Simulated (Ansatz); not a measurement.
# CH5NOSi: up Jacob's ladder to CCSD(T)

The task here is to estimate one member of a computed series from the others.

Computed with Ansatz 0.2.0, Gaussian basis. Level: functionals in def2-TZVPP, the program's frozen cores in correlated methods.

Plan: LDA (SPW92), PBE-D4, revPBE-D4, BLYP-D4, r2SCAN-D4, B97M-V, PBE0-D4, B3LYP-D4, r2SCANh-D4, r2SCAN0-D4, HSE06-D4, BHLYP-D4, CAM-B3LYP-D4, LC-ωPBE, ωB97X-V, ωB97M-V, B2PLYP, PBE-QIDH; CCSD(T)/def2-SVP; CCSD(T)/def2-TZVPP; MP2/def2-QZVPP; extrapolation to the limit; RPA on PBE.

## The relaxed structure

An earlier PBE0-D4 in a triple-zeta def2 set relaxation fixed the geometry.

9 atoms, charge 0, spin multiplicity 1.

Atoms are counted from 1 here; the program's logs count them from 0.

Bond lengths: O1–Si2 1.632 Å, O1–H5 0.960 Å, Si2–C3 1.823 Å, Si2–N4 1.692 Å, Si2–H6 1.473 Å, C3–N4 1.510 Å, C3–H7 1.088 Å, C3–H8 1.091 Å, N4–H9 1.007 Å. Angles: Si2–O1–H5 116.6°, O1–Si2–C3 127.8°, O1–Si2–N4 119.7°, O1–Si2–H6 105.9°, C3–Si2–N4 50.7°, C3–Si2–H6 121.0°, N4–Si2–H6 123.1°, Si2–C3–N4 60.1°, Si2–C3–H7 125.1°, Si2–C3–H8 118.3°, N4–C3–H7 114.0°, N4–C3–H8 116.5°, H7–C3–H8 112.1°, Si2–N4–C3 69.1°, Si2–N4–H9 134.3°, C3–N4–H9 119.2°.

The first run:

File in.yaml:

```yaml
crystal:
  periodic: [false, false, false]
  atoms:
    - {symbol: O, position_ang: [-1.901002, -0.419326, 0.786492]}
    - {symbol: Si, position_ang: [-0.727694, -0.041901, -0.283321]}
    - {symbol: C, position_ang: [0.900113, 0.703381, 0.059735]}
    - {symbol: N, position_ang: [0.786910, -0.786434, -0.162046]}
    - {symbol: H, position_ang: [-1.613281, -0.711317, 1.654089]}
    - {symbol: H, position_ang: [-1.410845, 0.186549, -1.568484]}
    - {symbol: H, position_ang: [1.266884, 0.976718, 1.047422]}
    - {symbol: H, position_ang: [1.382473, 1.278581, -0.731756]}
    - {symbol: H, position_ang: [1.404841, -1.232751, -0.819433]}
basis:
  gaussian: {orbitals: def2-TZVPP}
hamiltonian: {xc: lda}
output: {orbitals: {seedname: orbitals}}
```

Command:

```
ansatz run in.yaml --threads 2 --pin off --events-out ev --progress --plain --max-ram 4352MiB
```

Steps of the session up to this table: LDA; PBE-D4 (GGA); revPBE-D4 (GGA); BLYP-D4 (GGA); r2SCAN-D4 (meta-GGA); B97M-V (meta-GGA); B3LYP-D4 (hybrid); r2SCANh-D4 (hybrid); r2SCAN0-D4 (hybrid); HSE06-D4 (hybrid); BHLYP-D4 (hybrid); CAM-B3LYP-D4 (range-separated); LC-ωPBE (range-separated); ωB97X-V (range-separated); ωB97M-V (range-separated); B2PLYP (double hybrid); PBE-QIDH (double hybrid).

One table of the session follows, with a row left open; its other results are not shown here.

It belongs to the step «Orbital energies across the functionals». 

```
  functional  HOMO (eV)  LUMO (eV)  gap (eV)
 LDA (SPW92)      -5.68      -0.33      5.35
      PBE-D4      -5.53      -0.18      5.35
   revPBE-D4      -5.47      -0.10      5.37
     BLYP-D4      -5.40      -0.18      5.21
   r2SCAN-D4      -5.76       0.39      6.15
      B97M-V      -5.84       0.08      5.92
     PBE0-D4      -6.85       0.74      7.59
    B3LYP-D4      -6.62       0.39      7.00
  r2SCANh-D4      -6.26       0.68      6.94
  r2SCAN0-D4      -7.01       1.09      8.10
    HSE06-D4          ?          ?         ?
    BHLYP-D4      -8.07       1.46      9.53
CAM-B3LYP-D4      -8.24       1.58      9.82
     LC-ωPBE      -9.62       2.92     12.55
     ωB97X-V      -9.25       2.72     11.97
     ωB97M-V      -9.15       2.28     11.43
```

Q: Estimate the row for HSE06-D4 from the others.

As computed: HOMO (eV): -6.44; LUMO (eV): 0.36; gap (eV): 6.81. In the column «HOMO (eV)» it lies between B3LYP-D4 (-6.62) and r2SCANh-D4 (-6.26).
